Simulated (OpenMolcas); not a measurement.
**A workflow on CH6Sn (SMILES [CH3][SnH3])**

Aim: the energy (HF/ANO-RCC-MB), then a single-point energy (CASSCF(2,2)/ANO-RCC-VDZP), then the energy along one coordinate (CASPT2(2,2)/ANO-RCC-VDZP), then an energy scan (SC-NEVPT2(2,2)/ANO-RCC-VDZP), then an energy scan (MC-PDFT[tPBE](2,2)/ANO-RCC-VDZP) of CH6Sn. 

Program for the calculation: OpenMolcas 26.06.

## (1) The structure to begin with

CH6Sn has 8 atoms, charge 0, and is taken as a singlet. SMILES: `[CH3][SnH3]`. The shape is that of a PBE0-D4/def2-TZVP optimisation.

Bond lengths: C1–Sn2 2.140 Å, C1–H3 1.090 Å, C1–H4 1.090 Å, C1–H5 1.090 Å, Sn2–H6 1.709 Å, Sn2–H7 1.709 Å, Sn2–H8 1.709 Å. Some angles: C1–Sn2–H6 110.1°, C1–Sn2–H7 110.1°, C1–Sn2–H8 110.1°, Sn2–C1–H3 110.0°, Sn2–C1–H4 110.0°, Sn2–C1–H5 110.0°, H6–Sn2–H7 108.8°, H6–Sn2–H8 108.8°, H7–Sn2–H8 108.8°, H3–C1–H4 109.0°.

## (2) A single-point energy at HF/ANO-RCC-MB (DKH2) (run 1)

geom.xyz

```xyz
8

C      1.094500     0.367400    -0.110600
Sn    -0.919400    -0.329100     0.082100
H      1.300500     0.627700    -1.148800
H      1.789300    -0.411200     0.204000
H      1.244600     1.249200     0.512300
H     -2.012000     0.886800    -0.417500
H     -1.156700    -1.716400    -0.887800
H     -1.248700    -0.731500     1.710400
```

step1.input

```
* CH6Sn Hartree-Fock
>>> EXPORT MOLCAS_PRINT=2

&GATEWAY
 Coord=geom.xyz
 Basis=ANO-RCC-MB
 Group=NoSym

&SEWARD

&SCF
 PrOrbitals=0

&LOCALISATION
 Occupied
 Freeze
 Pipek-Mezey

&LOCALISATION
 FileOrb=$Project.LocOrb
 Virtual
 Pipek-Mezey
```

On the command line:

```
$ export MOLCAS_MEM=1860
$ pymolcas step1.input > step1.log
```

The program printed:

```text
--- Start Module: gateway ---
[...]
--- Stop Module: gateway /rc=_RC_ALL_IS_WELL_ ---
[...]
      Basis functions           38
[...]
       Convergence after   8 Iterations
[...]
::    Total SCF energy                              -6213.6799440297
[...]
      Total spin, S                                     0.0000000000
[...]
      Total electronic charge=   62.000000
      Total            charge=   -0.000000
[...]
      Dipole Moment (debye):
      Origin of the operator (angstrom)=   -0.7045   -0.2548    0.0615
                   X=  7.5247E-01               Y=  2.6027E-01               Z= -7.2152E-02           Total=  7.9947E-01
      Quadrupole Moment (debye*angstrom):
[...]
--- Start Module: localisation ---
[...]
--- Stop Module: localisation /rc=_RC_ALL_IS_WELL_ ---
--- Start Module: localisation ---
[...]
--- Stop Module: localisation /rc=_RC_ALL_IS_WELL_ ---
[...]
```

Run time: 4.8 s. Hardware: 1 thread of Arm Neoverse V1, shared host; peak memory 0.41 GiB.

## (3) The energy at CASSCF(2,2)/ANO-RCC-VDZP (DKH2, RICD fitting) (run 2)

geom.xyz is that of step 2.

step2.inp

```
* CH6Sn CASSCF
&GATEWAY
COORD = geom.xyz
BASIS = ANO-RCC-MB
GROUP = NoSym
&SEWARD
&RASSCF
FILEORB = $CurrDir/step1.LocOrb
ALTER = 2
1 26 31
1 32 33
SPIN = 1
NACTEL = 2 0 0
INACTIVE = 30
RAS2 = 2
ORBLISTING = Nothing
>>> COPY $Project.RunFile RUNFIL1
>>> COPY $Project.RasOrb INPORB
&GATEWAY
COORD = geom.xyz
BASIS = ANO-RCC-VDZP
GROUP = NoSym
RICD
&SEWARD
>>> COPY $Project.RunFile RUNFIL2
&EXPBAS
&RASSCF
FILEORB = $Project.ExpOrb
SPIN = 1
NACTEL = 2 0 0
INACTIVE = 30
RAS2 = 2
ORBLISTING = Nothing
```

On the command line:

```
$ export MOLCAS_MEM=1860
$ pymolcas step2.inp > step2.log
```

The program printed:

```text
--- Start Module: gateway ---
[...]
--- Stop Module: gateway /rc=_RC_ALL_IS_WELL_ ---
[...]
      Basis functions           38
[...]
      Number of active orbitals                  2
[...]
      Spin quantum number                      0.0
[...]
      Active orbitals                            2
[...]
      Number of CSFs                             3
[...]
      Number of root(s) required                 1
[...]
      Convergence after  9 iterations
[...]
      printout of CI-coefficients larger than  0.05 for root  1
      energy=   -6213.695699
      conf/sym  11     Coeff  Weight
             1  20   0.99175 0.98357
             3  02  -0.12819 0.01643
      Natural orbitals and occupation numbers for root  1
      sym 1:   1.967134   0.032866
      ************************************************************************************************************************
      *                                                    Final results                                                     *
[...]
::    RASSCF root number  1 Total energy:  -6213.69569872
[...]
      Basis functions           87
[...]
--- Start Module: expbas ---
[...]
--- Stop Module: expbas /rc=_RC_ALL_IS_WELL_ ---
--- Start Module: rasscf ---
[...]
      Convergence after 11 iterations
[...]
      Natural orbitals and occupation numbers for root  1
      sym 1:   1.974229   0.025771
      ************************************************************************************************************************
      *                                                    Final results                                                     *
[...]
::    RASSCF root number  1 Total energy:  -6213.82601254
[...]
      Total electronic charge=   62.000000
      Total            charge=   -0.000000
[...]
      Dipole Moment (debye):
      Origin of the operator (angstrom)=   -0.7045   -0.2548    0.0615
                   X=  6.3716E-01               Y=  3.5526E-01               Z= -1.1229E-01           Total=  7.3810E-01
      Quadrupole Moment (debye*angstrom):
[...]
--- Stop Module: rasscf /rc=_RC_ALL_IS_WELL_ ---
[...]
```

It took 19 s on 1 thread of Arm Neoverse V1, shared host; peak memory 0.41 GiB.

## (4) The energy along one coordinate at CASPT2(2,2)/ANO-RCC-VDZP (DKH2, RICD fitting, ipea shift 0.25 Eh, pt2 variant SS) (run 3)

step3.inp

```
* CH6Sn CASPT2
>>> EXPORT MOLCAS_PRINT=2
>>> COPY $CurrDir/step2.RasOrb $Project.RasOrb
>>> ForEach K in (1, 2, 3, 4, 5, 6, 7, 8, 9)

&GATEWAY
  Coord=$CurrDir/point$K.xyz
  Basis=ANO-RCC-VDZP
  Group=NoSym
  RICD

&SEWARD

&RASSCF
  FileOrb=$Project.RasOrb
  Spin=1
  Nactel=2 0 0
  Inactive=30
  Ras2=2
  OrbListing=Nothing

&CASPT2
  Imaginary=0.2
  Frozen=19
>>> EndDo
```

On the command line:

```
$ export MOLCAS_MEM=1860
$ pymolcas step3.inp > step3.log
```

The program printed, shortened:

```text
[...]
      Basis functions           87
[...]
      Number of active orbitals                  2
[...]
      Spin quantum number                      0.0
[...]
      Active orbitals                            2
[...]
      Number of CSFs                             3
[...]
      Number of root(s) required                 1
[...]
      Convergence after 10 iterations
[...]
      Natural orbitals and occupation numbers for root  1
      sym 1:   1.981700   0.018300
      ************************************************************************************************************************
      *                                                    Final results                                                     *
[...]
::    RASSCF root number  1 Total energy:  -6213.81408268
[...]
      E2 (Variational):          -0.5856591068
[...]
::    CASPT2 Root  1     Total energy:  -6214.39974179
[...]
      Convergence after 11 iterations
[...]
      Natural orbitals and occupation numbers for root  1
      sym 1:   1.974245   0.025755
      ************************************************************************************************************************
      *                                                    Final results                                                     *
[...]
      Convergence after 11 iterations
[...]
      Natural orbitals and occupation numbers for root  1
      sym 1:   1.748562   0.251438
      ************************************************************************************************************************
      *                                                    Final results                                                     *
[...]
      Convergence after 10 iterations
[...]
      Natural orbitals and occupation numbers for root  1
      sym 1:   1.520987   0.479013
      ************************************************************************************************************************
      *                                                    Final results                                                     *
[...]
      Convergence after 10 iterations
[...]
::    RASSCF root number  1 Total energy:  -6213.71386275
[...]
::    CASPT2 Root  1     Total energy:  -6214.28589941
[...]
      Convergence after  9 iterations
[...]
::    RASSCF root number  1 Total energy:  -6213.71167118
[...]
      E2 (Variational):          -0.5715941541
[...]
::    CASPT2 Root  1     Total energy:  -6214.28326533
[...]
```

Wall time 2.2 min (1 thread of Arm Neoverse V1, shared host); peak memory 0.37 GiB.

The scan, from its lowest point:

```
H6–Sn2 (Å)  energy (kJ/mol)
     1.538             23.3
     1.709              0.0
     1.880             17.4
     2.137             74.5
     2.479            159.4
     2.906            242.1
     3.419            297.0
     4.102            322.2
     5.128            329.1
```

## (5) An energy scan at SC-NEVPT2(2,2)/ANO-RCC-VDZP (DKH2, RICD fitting, pt2 variant SC-NEVPT2) (run 4)

step4.input

```
* CH6Sn NEVPT2
>>> COPY $CurrDir/step2.RasOrb $Project.RasOrb
>>> ForEach K in (1, 2, 3, 4, 5, 6, 7, 8, 9)

&gateway
 coord=$CurrDir/point$K.xyz
 basis=ANO-RCC-VDZP
 group=NoSym
 ricd

&seward

&rasscf
 fileorb=$Project.RasOrb
 spin=1
 nactel=2 0 0
 inactive=30
 ras2=2
 orblisting=Nothing

&caspt2
 sc-nevpt2
 frozen=19
>>> EndDo
```

On the command line:

```
$ export MOLCAS_MEM=1860
$ pymolcas step4.input > step4.log
```

The program printed, shortened:

```text
[...]
      Basis functions           87
[...]
      Number of active orbitals                  2
[...]
      Spin quantum number                      0.0
[...]
      Active orbitals                            2
[...]
      Number of CSFs                             3
[...]
      Number of root(s) required                 1
[...]
      Convergence after 10 iterations
[...]
      Natural orbitals and occupation numbers for root  1
      sym 1:   1.981700   0.018300
      ************************************************************************************************************************
      *                                                    Final results                                                     *
[...]
::    RASSCF root number  1 Total energy:  -6213.81408268
[...]
      E2 (Variational):          -0.5817509145
[...]
::    SC-NEVPT2 Root  1     Total energy:  -6214.39579765
[...]
      Convergence after 11 iterations
[...]
      Natural orbitals and occupation numbers for root  1
      sym 1:   1.974245   0.025755
      ************************************************************************************************************************
      *                                                    Final results                                                     *
[...]
      Convergence after 11 iterations
[...]
      Natural orbitals and occupation numbers for root  1
      sym 1:   1.748562   0.251438
      ************************************************************************************************************************
      *                                                    Final results                                                     *
[...]
      Convergence after 10 iterations
[...]
      Natural orbitals and occupation numbers for root  1
      sym 1:   1.520987   0.479013
      ************************************************************************************************************************
      *                                                    Final results                                                     *
[...]
      Convergence after 10 iterations
[...]
::    RASSCF root number  1 Total energy:  -6213.71386275
[...]
::    SC-NEVPT2 Root  1     Total energy:  -6214.28517663
[...]
      Convergence after  9 iterations
[...]
::    RASSCF root number  1 Total energy:  -6213.71167118
[...]
      E2 (Variational):          -0.5710413967
[...]
::    SC-NEVPT2 Root  1     Total energy:  -6214.28271257
[...]
```

It took 2.2 min on 1 thread of Arm Neoverse V1, shared host; peak memory 0.37 GiB.

The scan, from its lowest point:

```
H6–Sn2 (Å)  energy (kJ/mol)
     1.538             24.8
     1.709              0.0
     1.880             16.3
     2.137             72.2
     2.479            155.9
     2.906            237.5
     3.419            291.2
     4.102            315.3
     5.128            321.7
```

## (6) The energy along one coordinate at MC-PDFT[tPBE](2,2)/ANO-RCC-VDZP (DKH2, RICD fitting) (run 5)

step5.inp

```
* CH6Sn MC-PDFT
>>> COPY $CurrDir/step2.RasOrb $Project.RasOrb
>>> ForEach K in (1, 2, 3, 4, 5, 6, 7, 8, 9)

&GATEWAY
  Coord=$CurrDir/point$K.xyz
  Basis=ANO-RCC-VDZP
  Group=NoSym
  RICD

&SEWARD

&RASSCF
  FileOrb=$Project.RasOrb
  Spin=1
  Nactel=2 0 0
  Inactive=30
  Ras2=2
  OrbListing=Nothing

&MCPDFT
  KSDFT=T:PBE
>>> EndDo
```

On the command line:

```
$ export MOLCAS_MEM=1860
$ pymolcas step5.inp > step5.log
```

The program printed, shortened:

```text
--- Start Module: gateway ---
[...]
      Basis functions           87
[...]
      Number of active orbitals                  2
[...]
      Spin quantum number                      0.0
[...]
      Active orbitals                            2
[...]
      Number of CSFs                             3
[...]
      Number of root(s) required                 1
[...]
      Convergence after 10 iterations
[...]
      Natural orbitals and occupation numbers for root  1
      sym 1:   1.981700   0.018300
      ************************************************************************************************************************
      *                                                    Final results                                                     *
[...]
::    RASSCF root number  1 Total energy:  -6213.81408268
[...]
::    MCPDFT root number  1 Total energy:  -6216.42586840
[...]
      Convergence after 11 iterations
[...]
      Natural orbitals and occupation numbers for root  1
      sym 1:   1.974245   0.025755
      ************************************************************************************************************************
      *                                                    Final results                                                     *
[...]
      Convergence after 11 iterations
[...]
      Natural orbitals and occupation numbers for root  1
      sym 1:   1.748562   0.251438
      ************************************************************************************************************************
      *                                                    Final results                                                     *
[...]
      Convergence after 10 iterations
[...]
      Natural orbitals and occupation numbers for root  1
      sym 1:   1.520987   0.479013
      ************************************************************************************************************************
      *                                                    Final results                                                     *
[...]
      Convergence after 10 iterations
[...]
::    RASSCF root number  1 Total energy:  -6213.71386275
[...]
::    MCPDFT root number  1 Total energy:  -6216.31240229
[...]
      Convergence after  9 iterations
[...]
::    RASSCF root number  1 Total energy:  -6213.71167118
[...]
      Total electronic charge=   62.000000
      Total            charge=   -0.000000
[...]
::    MCPDFT root number  1 Total energy:  -6216.31037187
[...]
```

It took 2.3 min on 1 thread of Arm Neoverse V1, shared host; peak memory 0.37 GiB.

The scan, from its lowest point:

```
H6–Sn2 (Å)  energy (kJ/mol)
     1.538             26.7
     1.709              0.0
     1.880             13.7
     2.137             65.9
     2.479            148.5
     2.906            234.6
     3.419            296.9
     4.102            324.6
     5.128            329.9
```

## (7) Outcome

| quantity | value |
| --- | --- |
| run 1, HF/ANO-RCC-MB: total energy | -6213.67994 Eh |
| run 1, HF/ANO-RCC-MB: dipole moment | 0.80 D |
| run 1, HF/ANO-RCC-MB: HOMO energy | -12.26 eV |
| run 1, HF/ANO-RCC-MB: LUMO energy | 5.28 eV |
| run 1, HF/ANO-RCC-MB: HOMO–LUMO gap | 17.54 eV |
| run 2, CASSCF(2,2)/ANO-RCC-VDZP: total energy | -6213.82601 Eh |
| run 2, CASSCF(2,2)/ANO-RCC-VDZP: dipole moment (CASSCF density) | 0.74 D |
| run 3, CASPT2(2,2)/ANO-RCC-VDZP: lowest energy of the scan | -6214.40861 Eh |
| run 4, SC-NEVPT2(2,2)/ANO-RCC-VDZP: lowest energy of the scan | -6214.40525 Eh |
| run 5, MC-PDFT[tPBE](2,2)/ANO-RCC-VDZP: lowest energy of the scan | -6216.43603 Eh |

Mulliken charges (run 1, HF/ANO-RCC-MB) run from -0.71 on C1 to +0.50 on Sn2. Mulliken charges (run 2, CASSCF(2,2)/ANO-RCC-VDZP) run from -0.24 on H7 to +0.97 on Sn2; they depend strongly on the basis.
